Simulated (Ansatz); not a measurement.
**C2H5FSi: ladder of methods at one geometry from a Python script**

Program: Ansatz 0.2.0, driven from Python. The levels of theory stand in the script. These are calculated values, not measurements.

### Step 1. Starting point

Bond lengths: F1–Si2 1.606 Å, Si2–C3 1.785 Å, Si2–C4 1.917 Å, C3–C4 1.384 Å, Si2–H5 1.474 Å, C3–H6 1.091 Å, C3–H7 1.123 Å, C4–H8 1.087 Å, C4–H9 1.147 Å. Angles (14 of 18 angles, heavy atoms first): F1–Si2–C3 112.5°, F1–Si2–C4 104.1°, C3–Si2–C4 43.7°, Si2–C3–C4 73.3°, Si2–C4–C3 63.0°, F1–Si2–H5 118.1°, C3–Si2–H5 126.3°, C4–Si2–H5 105.0°, Si2–C3–H6 117.0°, Si2–C3–H7 118.1°, C4–C3–H6 119.0°, C4–C3–H7 118.9°, Si2–C4–H8 109.5°, Si2–C4–H9 111.7°.

No structure file is read: the coordinates are typed or built in the script.

### Step 2. The script

The input, c2h5fsi.py:

```python
"""C2H5FSi at several levels of theory."""

import argparse

import ansatz

parser = argparse.ArgumentParser(description="C2H5FSi at several levels of theory.")
parser.add_argument("--basis-set", required=True, help="basis")
args = parser.parse_args()

geometry_ang = [
    ("F", (-0.5058, -0.6465, -2.0585)),
    ("Si", (-0.1776, 0.5095, -0.993)),
    ("C", (0.9102, -0.0496, 0.3066)),
    ("C", (-0.3791, -0.3521, 0.7081)),
    ("H", (-1.0745, 1.6775, -0.937)),
    ("H", (1.5933, -0.8647, 0.0648)),
    ("H", (1.4898, 0.7232, 0.8797)),
    ("H", (-0.8019, -1.3435, 0.5651)),
    ("H", (-0.9659, 0.3, 1.4472)),
]
c2h5fsi = ansatz.Crystal.molecule()
for symbol, xyz in geometry_ang:
    c2h5fsi = c2h5fsi.atom(symbol, xyz)

setup = c2h5fsi.calculation().basis(gaussian=args.basis_set)

methods = ["mp2", "ccsd", "ccsd_t"]
reports = [setup.correlation(m).run().report for m in methods]
print(f"Hartree-Fock reference {reports[0]['reference_energy_ev'] / 27.211386246:.6f} Ha")
best = reports[-1]["free_energy_ev"] - reports[-1]["reference_energy_ev"]
for method, each in zip(methods, reports):
    gained = each["free_energy_ev"] - each["reference_energy_ev"]
    print(f"{method:8s} total {each['free_energy_ev'] / 27.211386246:.6f} Ha  correlation {gained:9.4f} eV  ({100 * gained / best:.1f} % of the last)")
```

### Step 3. The calls as engine input

The engine receives this input (first run):

```yaml
crystal:
  periodic: [false, false, false]
  atoms:
    - { symbol: F, position_ang: [-0.5058, -0.6465, -2.0585] }
    - { symbol: Si, position_ang: [-0.1776, 0.5095, -0.993] }
    - { symbol: C, position_ang: [0.9102, -0.0496, 0.3066] }
    - { symbol: C, position_ang: [-0.3791, -0.3521, 0.7081] }
    - { symbol: H, position_ang: [-1.0745, 1.6775, -0.937] }
    - { symbol: H, position_ang: [1.5933, -0.8647, 0.0648] }
    - { symbol: H, position_ang: [1.4898, 0.7232, 0.8797] }
    - { symbol: H, position_ang: [-0.8019, -1.3435, 0.5651] }
    - { symbol: H, position_ang: [-0.9659, 0.3, 1.4472] }
basis:
  gaussian:
    orbitals: cc-pVDZ
correlation:
  method: mp2
```

### Step 4. Running it

Started as:

```console
$ python c2h5fsi.py --basis-set cc-pVDZ
```

What time and memory should one allow on 1 thread of Arm Neoverse V2, shared host?

About 11 s, with a peak of 0.33 GiB.
